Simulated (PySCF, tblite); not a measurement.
# C₅H₄B radical: geometry, infrared bands and EPR parameters

What infrared bands and EPR parameters should C₅H₄B radical (`C#CB([CH2])C#C`) show?

Computed with tblite 0.8.0 and PySCF 2.14.0, with density-fitted response routines of our own, on a single molecule in the gas phase. Atoms count from 0, in the outputs and in this text.

## 1. The starting structure

10 atoms, charge 0, multiplicity 2; geometry from: force field or distance geometry start.

Bonds of the start (Å): C0–C1 1.19, C1–B2 1.56, B2–C3 1.57, B2–C4 1.53, C4–C5 1.20, C0–H6 1.07, C3–H7 1.11, C3–H8 1.11, C5–H9 1.06.

## 2. Relaxing the molecule with GFN2-xTB

The job: settings as JSON, then the geometry in Å.

```
{"job": {"kind": "relax", "xc": "GFN2-xTB", "basis": "xTB"}, "charge": 0, "multiplicity": 2}
C     -1.720100     0.659100    -1.725400
C     -0.950200     0.280800    -0.903400
B      0.061100    -0.218900     0.167600
C     -0.141600    -1.628000     0.835300
C      1.237500     0.667400     0.573400
C      2.166300     1.363600     0.878900
H     -2.415800     1.003700    -2.457700
H     -1.110200    -1.664300     1.375700
H     -0.104100    -2.432300     0.070000
H      2.986000     1.973500     1.163100
```

Run with:

```console
> OMP_NUM_THREADS=1 python probes_run.py task.json out
```

The driver reads the jobs from task.json and runs them one after another.

**Question.** This job is followed by: GFN2-xTB harmonic vibrations, gas phase; UKS B3LYP, pcH-1 on B C H, non-relativistic, mean-field spin-orbit, GIAO. Predict these results of the whole session: strongest single infrared mode (GFN2-xTB); zero-point energy (GFN2-xTB); g(iso) (B3LYP); ⟨S²⟩; largest a(iso) (averaged by class); potential on the surface of density 0.002 e/bohr³, 1st and 99th percentile.

The runs gave:

| quantity | value |
| --- | --- |
| strongest single infrared mode (GFN2-xTB) | 2177 cm⁻¹, 148 km/mol |
| zero-point energy (GFN2-xTB) | 40.1 kcal/mol |
| g(iso) (B3LYP) | 2.00266 |
| ⟨S²⟩ | 0.756 (exact 0.75) |
| largest a(iso) (averaged by class) | 13C on C3, 56.0 MHz |
| potential on the surface of density 0.002 e/bohr³, 1st and 99th percentile | -0.94 V and 1.61 V |

The optimisation took 74 steps and gained 0.811 eV; among the close pairs (by a distance rule), B2–C3 changed most, from 1.572 to 1.509 Å. All 24 modes are real, so the xTB geometry is a minimum. The strongest single mode, at 2177 cm⁻¹, is carried by C1, C4, C0, C5. Unscaled tight-binding wavenumbers are off by several per cent, some by more. Its intensities can rank the bands wrongly. C3 carries the largest spin population, 0.86 e. The isotropic g lies 0.3 ppt above the free-electron value. The conformer search found further structures of the same energy, which may be mirror or relabelled copies of this one.
